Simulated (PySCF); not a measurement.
**SiHBrO (SMILES O[Si]Br) at r2SCAN/STO-3G**

What is the vertical singlet–triplet gap of SiHBrO at r2SCAN/STO-3G? The job is set up through a Python script.

Program for the calculation: PySCF 2.14.0.

### Step 1. The structure to begin with

SiHBrO: 4 atoms, total charge 0, spin state singlet. As SMILES, `O[Si]Br`. The coordinates come from a PBE0-D4/def2-TZVP relaxation.

Bond lengths: O1–Si2 1.636 Å, Si2–Br3 2.289 Å, O1–H4 0.963 Å. Angles: O1–Si2–Br3 101.2°, Si2–O1–H4 120.7°.

### Step 2. The energy at r2SCAN/STO-3G

mol.xyz reads:

```xyz
4
BrHOSi
O     -0.885200     0.465100    -0.454500
Si    -0.590500    -0.799600     0.539800
Br     1.692600    -0.725200     0.691600
H     -0.161400     0.999400    -0.797200
```

input.py reads:

```python
# O[Si]Br
from pyscf import gto, dft

mol = gto.M(
    atom='mol.xyz',
    verbose=3,
    basis='sto-3g',
    max_memory=1860,
)

myscf = dft.RKS(mol)
myscf.xc = 'r2scan'
myscf.grids.level = 4
myscf.conv_tol = 1e-10
myscf.kernel()
if not myscf.converged:
    myscf = myscf.newton().run(myscf.mo_coeff, myscf.mo_occ)

e_final = myscf.e_tot
print('E = %.10f Eh' % e_final)
```

On the command line:

```sh
$ OMP_NUM_THREADS=1 python input.py
```

What it wrote:

```text
converged SCF energy = -2906.98219789402
E = -2906.9821978940 Eh
```

Wall time 4.5 s (1 thread of Arm Neoverse V1, shared host); peak memory 0.23 GiB.

### Step 3. The triplet at the same level

input.xyz reads:

```xyz
4
BrHOSi
O     -0.885200     0.465100    -0.454500
Si    -0.590500    -0.799600     0.539800
Br     1.692600    -0.725200     0.691600
H     -0.161400     0.999400    -0.797200
```

run.py reads:

```python
from pyscf import gto, dft

molecule = gto.M(
    atom='input.xyz',
    spin=2,
    max_memory=1860,
    charge=0,
    basis='sto-3g',
    verbose=4,
)

myscf = dft.UKS(molecule, xc='r2scan')
myscf.conv_tol = 1e-10
myscf.grids.level = 4
myscf.kernel()
if not myscf.converged:
    myscf = myscf.newton().run(myscf.mo_coeff, myscf.mo_occ)

e_tot = myscf.e_tot
print('Final energy', e_tot)
```

On the command line:

```sh
$ OMP_NUM_THREADS=1 python run.py
```

What it wrote:

```text
PySCF version 2.14.0

[INPUT] num. atoms = 4
[INPUT] num. electrons = 58
[INPUT] charge = 0
[INPUT] spin (= nelec alpha-beta = 2S) = 2
[INPUT] symmetry False subgroup None
[INPUT] Mole.unit = angstrom
[INPUT] Symbol           X                Y                Z      unit          X                Y                Z       unit  Magmom
[INPUT]  1 O     -0.885200000000   0.465100000000  -0.454500000000 AA   -1.672785565465   0.878911620535  -0.858880523615 Bohr   0.0
[INPUT]  2 Si    -0.590500000000  -0.799600000000   0.539800000000 AA   -1.115883276556  -1.511025009202   1.020074162040 Bohr   0.0
[INPUT]  3 Br     1.692600000000  -0.725200000000   0.691600000000 AA    3.198550438439  -1.370429385535   1.306934587749 Bohr   0.0
[INPUT]  4 H     -0.161400000000   0.999400000000  -0.797200000000 AA   -0.305001796505   1.888592288890  -1.506489666503 Bohr   0.0

nuclear repulsion = 211.840014237156
number of shells = 17
number of NR pGTOs = 99
number of NR cGTOs = 33
basis = sto-3g
ecp = {}

[... 37 lines left out ...]
[... the frontier-level lines of each cycle are left out ...]
[... 5 lines left out ...]
[... 5 lines left out ...]
[... 5 lines left out ...]
[... 5 lines left out ...]
[... 5 lines left out ...]
[... 5 lines left out ...]

cycle= 7 E= -2906.8480612211  delta_E= -7.82e-06  |g|= 0.000501  |ddm|= 0.00668


cycle= 8 E= -2906.84806157216  delta_E= -3.51e-07  |g|= 7.81e-05  |ddm|= 0.002


cycle= 9 E= -2906.84806158172  delta_E= -9.56e-09  |g|= 1.26e-05  |ddm|= 0.000275


cycle= 10 E= -2906.84806158195  delta_E= -2.33e-10  |g|= 2.39e-06  |ddm|= 4.33e-05


cycle= 11 E= -2906.84806158195  delta_E= -2.73e-12  |g|= 8.92e-07  |ddm|= 1.01e-05


Extra cycle  E= -2906.84806158196  delta_E= -4.55e-12  |g|= 1.36e-06  |ddm|= 4.1e-06
converged SCF energy = -2906.84806158196  <S^2> = 2.001685  2S+1 = 3.0011231
Final energy -2906.848061581956
```

It took 9 s on 1 thread of Arm Neoverse V1, shared host; peak memory 0.24 GiB.

### Step 4. What came out

At r2SCAN/STO-3G:

| quantity | value |
| --- | --- |
| singlet: total energy | -2906.98220 Eh |
| singlet: dipole moment | 1.86 D |
| singlet: HOMO energy | -3.17 eV |
| singlet: LUMO energy | 1.22 eV |
| singlet: HOMO–LUMO gap | 4.39 eV |
| triplet: total energy | -2906.84806 Eh |
| triplet: dipole moment | 1.45 D |
| triplet: HOMO energy (highest over α and β) | 0.62 eV |
| triplet: ⟨S²⟩ | 2.002 |
| vertical energy of the triplet above the singlet | 3.650 eV |

What this shows: At this shape the triplet lies 3.65 eV (84 kcal/mol) above the singlet. In a minimal basis such a difference can be off by several eV, whatever the method. Mulliken charges (singlet) run from -0.39 on O1 to +0.47 on Si2.
